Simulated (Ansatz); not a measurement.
# wB97X/cc-pVDZ run of GeSiH3ClO (SMILES [SiH3][O][Ge][Cl])

Aim: the vertical singlet–triplet gap of GeSiH3ClO at wB97X/cc-pVDZ, from 2 runs. 

The calculation is run with Ansatz 0.2.0.

125 further runs of the same task are left out: 125 set aside as unsound or not needed.

## (1) Starting point

GeSiH3ClO has 7 atoms, charge 0, and is taken as a singlet. As SMILES, `[SiH3][O][Ge][Cl]`. Geometry: relaxed at PBE0-D4/def2-TZVP. This is one conformer, not always the lowest.

Bond lengths: Si1–O2 1.655 Å, O2–Ge3 1.768 Å, Ge3–Cl4 2.210 Å, Si1–H5 1.484 Å, Si1–H6 1.484 Å, Si1–H7 1.484 Å. Angles: Si1–O2–Ge3 138.4°, O2–Ge3–Cl4 99.4°, O2–Si1–H5 107.2°, O2–Si1–H6 110.4°, O2–Si1–H7 110.5°, H5–Si1–H6 109.5°, H5–Si1–H7 109.5°, H6–Si1–H7 109.7°.

## (2) The energy at wB97X/cc-pVDZ

run.yaml reads:

```yaml
basis:
  gaussian:
    orbitals: cc-pVDZ
crystal:
  periodic: [false, false, false]
  atoms:
    - {symbol: Si, position_ang: [0.184400, 0.664200, -0.614200]}
    - {symbol: O, position_ang: [0.434500, -0.959500, -0.413800]}
    - {symbol: Ge, position_ang: [0.076600, -2.215900, 0.776900]}
    - {symbol: Cl, position_ang: [-0.991800, -0.995100, 2.277600]}
    - {symbol: H, position_ang: [0.795900, 1.045400, -1.911300]}
    - {symbol: H, position_ang: [-1.268900, 0.965100, -0.643300]}
    - {symbol: H, position_ang: [0.830700, 1.427800, 0.482400]}
output: {orbitals: {seedname: orbitals}}
hamiltonian:
  xc: {name: wB97X}
accuracy: high
```

Launch:

```sh
$ ansatz run run.yaml --threads 1 --pin off --max-ram 3480MiB --events-out events.jsonl --progress --plain --runs-dir runs
```

Output:

```text
Warning: RAYON_NUM_THREADS=1 ignored (pool sized by the plan → 1); use --threads N
Functional definition: wB97X
  name "wB97X"
  parameter omega = 0.3/bohr
  parameter cx = 0.157706
  parameter cx1 = 0.726479
  parameter cx2 = 1.04760
  parameter cx3 = -5.70635
  parameter cx4 = 13.2794
  parameter css1 = -4.33879
  parameter css2 = 18.2308
  parameter css3 = -31.7430
  parameter css4 = 17.2901
  parameter cos1 = 2.37031
  parameter cos2 = -11.3995
  parameter cos3 = 6.58405
  parameter cos4 = -3.78132
  exchange = spin_sum(e_x_unif_sr(omega)*poly(b97_u_x, 1 - cx, cx1, cx2, cx3, cx4)) + cx*exact_x_sr(omega)
      + exact_x_lr(omega)
  correlation = spin_sum(e_c_pw_same_spin*poly(b97_u_same, 1, css1, css2, css3, css4))
      + integral(e_c_pw_opposite_spin*poly(b97_u_opposite, 1, cos1, cos2, cos3, cos4))
2087 factors; integrals over basis functions are off by at most 4.4e-9 eV
396 factors; integrals over basis functions are off by at most 1.8e-9 eV
mean field evaluation 1: about -79012.0938 eV, gradient 4.8e1 eV
mean field evaluation 2: about -79008.2063 eV, gradient 6.8e1 eV
mean field evaluation 4: about -79016.5593 eV, gradient 1.8e0 eV
mean field evaluation 8: about -79016.6451 eV, gradient 1.3e-1 eV
mean field evaluation 16: about -79016.6452 eV, gradient 3.1e-5 eV
mean field -79016.64521398 eV, -2903.8081522080 hartree, gradient 3.6e-8 eV, S^2 0.000000; 0 other end points of the search recorded, 0 dependent functions left out
reference -79016.64521111 eV, -2903.8081521025 hartree; 37, 37 occupied and 55, 55 virtual orbitals, 2087 factors
Total energy: -79016.64521111 eV, -2903.8081521025 hartree
```

Run time: 44 s. Hardware: 1 thread of Arm Neoverse V1, shared host; peak memory 0.62 GiB.

## (3) The triplet at the same level

input.yaml reads:

```yaml
crystal:
  periodic: [false, false, false]
  atoms:
    - {symbol: Si, position_ang: [0.184400, 0.664200, -0.614200]}
    - {symbol: O, position_ang: [0.434500, -0.959500, -0.413800]}
    - {symbol: Ge, position_ang: [0.076600, -2.215900, 0.776900]}
    - {symbol: Cl, position_ang: [-0.991800, -0.995100, 2.277600]}
    - {symbol: H, position_ang: [0.795900, 1.045400, -1.911300]}
    - {symbol: H, position_ang: [-1.268900, 0.965100, -0.643300]}
    - {symbol: H, position_ang: [0.830700, 1.427800, 0.482400]}
basis:
  gaussian: {orbitals: cc-pVDZ}
magnetization: {spin_polarized: true, initial_magnetization: 2}
hamiltonian: {xc: {name: wB97X}}
accuracy: high
output: {orbitals: {seedname: orbitals}}
```

Launch:

```sh
$ ansatz run input.yaml --threads 1 --pin off --max-ram 3480MiB --events-out events.jsonl --progress --plain --runs-dir runs
```

Output, cut to the lines that bear on the results:

```text
Warning: RAYON_NUM_THREADS=1 ignored (pool sized by the plan → 1); use --threads N
[... 2 set-up lines as earlier in the session ...]
[...]
      + exact_x_lr(omega)
[...]
      + integral(e_c_pw_opposite_spin*poly(b97_u_opposite, 1, cos1, cos2, cos3, cos4))
2087 factors; integrals over basis functions are off by at most 4.4e-9 eV
396 factors; integrals over basis functions are off by at most 1.8e-9 eV
[...]
mean field -79013.08967753 eV, -2903.6774886536 hartree, gradient 5.0e-8 eV, S^2 2.006408; 2 other end points of the search recorded, 0 dependent functions left out
reference -79013.08967521 eV, -2903.6774885682 hartree; 38, 36 occupied and 54, 56 virtual orbitals, 2087 factors
Total energy: -79013.08967521 eV, -2903.6774885682 hartree
```

Wall time 1.8 min (1 thread of Arm Neoverse V1, shared host); peak memory 1.1 GiB.

## (4) What came out

At wB97X/cc-pVDZ:

```
                                        quantity           value
                           singlet: total energy  -2903.80815 Eh
                            singlet: HOMO energy       -10.30 eV
                            singlet: LUMO energy        -0.44 eV
                          singlet: HOMO–LUMO gap         9.85 eV
                           triplet: total energy  -2903.67749 Eh
     triplet: HOMO energy (highest over α and β)        -7.03 eV
      triplet: LUMO energy (lowest over α and β)        -4.46 eV
                                   triplet: ⟨S²⟩           2.006
vertical energy of the triplet above the singlet        3.556 eV
```

At this shape the triplet lies 3.56 eV (82 kcal/mol) above the singlet.
